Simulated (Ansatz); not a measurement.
**C₅H₁₆BNSi: small, medium and large basis sets**

The task here is to estimate one member of a computed series from the others.

The runs use Ansatz 0.2.0, Gaussian basis; one geometry, several basis sets.

The runs, in order: PBE0-D4/def2-SVP; ωB97M-V/def2-SVP; PBE0-D4/def2-QZVPP; ωB97M-V/def2-QZVPP; the functionals' def2-TZVPP values are taken from earlier runs.

### The geometry

The geometry comes from an earlier relaxation with PBE0-D4 in a triple-zeta def2 set; it is a stationary point, not always the lowest conformer.

SMILES `BN(C(C)C)[SiH](C)C`, 24 atoms, charge 0, spin multiplicity 1.

Atoms are counted from 1 here; the program's logs count them from 0.

Bond lengths: B1–N2 1.395 Å, B1–H9 1.198 Å, B1–H10 1.200 Å, N2–C3 1.477 Å, N2–Si6 1.758 Å, C3–C4 1.519 Å, C3–C5 1.519 Å, C3–H11 1.098 Å, C4–H12 1.092 Å, C4–H13 1.092 Å, C4–H14 1.093 Å, C5–H15 1.093 Å, C5–H16 1.092 Å, C5–H17 1.092 Å, Si6–C7 1.869 Å, Si6–C8 1.869 Å, Si6–H18 1.484 Å, C7–H19 1.093 Å and more. Angles: N2–B1–H9 119.1°, N2–B1–H10 120.7°, H9–B1–H10 120.2°, B1–N2–C3 121.8°, B1–N2–Si6 122.3°, C3–N2–Si6 115.9°, N2–C3–C4 111.3°, N2–C3–C5 111.3°, N2–C3–H11 107.2°, C4–C3–C5 112.1°, C4–C3–H11 107.3°, C5–C3–H11 107.3°, C3–C4–H12 110.5°, C3–C4–H13 110.8°, C3–C4–H14 110.6°, H12–C4–H13 108.2°, H12–C4–H14 108.3°, H13–C4–H14 108.4° and more.

Set-up of the first run:

in.yaml reads:

```yaml
crystal:
  periodic: [false, false, false]
  atoms:
    - {symbol: B, position_ang: [1.157181, -0.588884, 1.777280]}
    - {symbol: N, position_ang: [0.430126, -0.136144, 0.676647]}
    - {symbol: C, position_ang: [-0.134066, -1.067819, -0.320590]}
    - {symbol: C, position_ang: [0.961189, -1.839615, -1.036967]}
    - {symbol: C, position_ang: [-1.166739, -1.988985, 0.306769]}
    - {symbol: Si, position_ang: [0.130188, 1.571326, 0.387508]}
    - {symbol: C, position_ang: [0.884847, 2.084318, -1.244021]}
    - {symbol: C, position_ang: [-1.709373, 1.903943, 0.376982]}
    - {symbol: H, position_ang: [1.593075, 0.210114, 2.555792]}
    - {symbol: H, position_ang: [1.346441, -1.761628, 1.946572]}
    - {symbol: H, position_ang: [-0.652970, -0.462071, -1.075073]}
    - {symbol: H, position_ang: [1.506225, -2.471698, -0.332633]}
    - {symbol: H, position_ang: [1.673862, -1.157219, -1.504842]}
    - {symbol: H, position_ang: [0.535729, -2.480083, -1.813407]}
    - {symbol: H, position_ang: [-1.620603, -2.631468, -0.451715]}
    - {symbol: H, position_ang: [-1.958650, -1.412232, 0.789150]}
    - {symbol: H, position_ang: [-0.701285, -2.626661, 1.061380]}
    - {symbol: H, position_ang: [0.772197, 2.317644, 1.498399]}
    - {symbol: H, position_ang: [0.705282, 3.147019, -1.428833]}
    - {symbol: H, position_ang: [0.459745, 1.527404, -2.083281]}
    - {symbol: H, position_ang: [1.965000, 1.920678, -1.240590]}
    - {symbol: H, position_ang: [-2.220928, 1.345987, -0.411793]}
    - {symbol: H, position_ang: [-2.159398, 1.628959, 1.333730]}
    - {symbol: H, position_ang: [-1.902076, 2.966814, 0.206834]}
basis:
  gaussian: {orbitals: def2-SVP}
hamiltonian: {xc: pbe0, dispersion: d4}
output: {orbitals: {seedname: orbitals}}
```

Started as:

```bash
> ansatz run in.yaml --threads 4 --pin off --events-out ev --progress --plain --max-ram 66560MiB --backend cpu
```

Steps of the session up to this table: PBE0-D4 in def2-SVP; ωB97M-V in def2-SVP; PBE0-D4 in def2-QZVPP; ωB97M-V in def2-QZVPP.

One of the session's tables, all rows but one given; the rest of the session is left out.

It belongs to the step «Density functionals: the series». 

| functional | basis | HOMO (eV) | LUMO (eV) |
| --- | --- | --- | --- |
| PBE0-D4 | def2-SVP | ? | ? |
| PBE0-D4 | def2-TZVPP | -7.58 | 0.06 |
| PBE0-D4 | def2-QZVPP | -7.59 | -0.02 |
| ωB97M-V | def2-SVP | -9.82 | 2.33 |
| ωB97M-V | def2-TZVPP | -9.87 | 1.82 |
| ωB97M-V | def2-QZVPP | -9.87 | 1.49 |

**Question.** Estimate the row for PBE0-D4, def2-SVP.

As computed: HOMO (eV): -7.55; LUMO (eV): 0.31. In the column «HOMO (eV)» it is the highest.
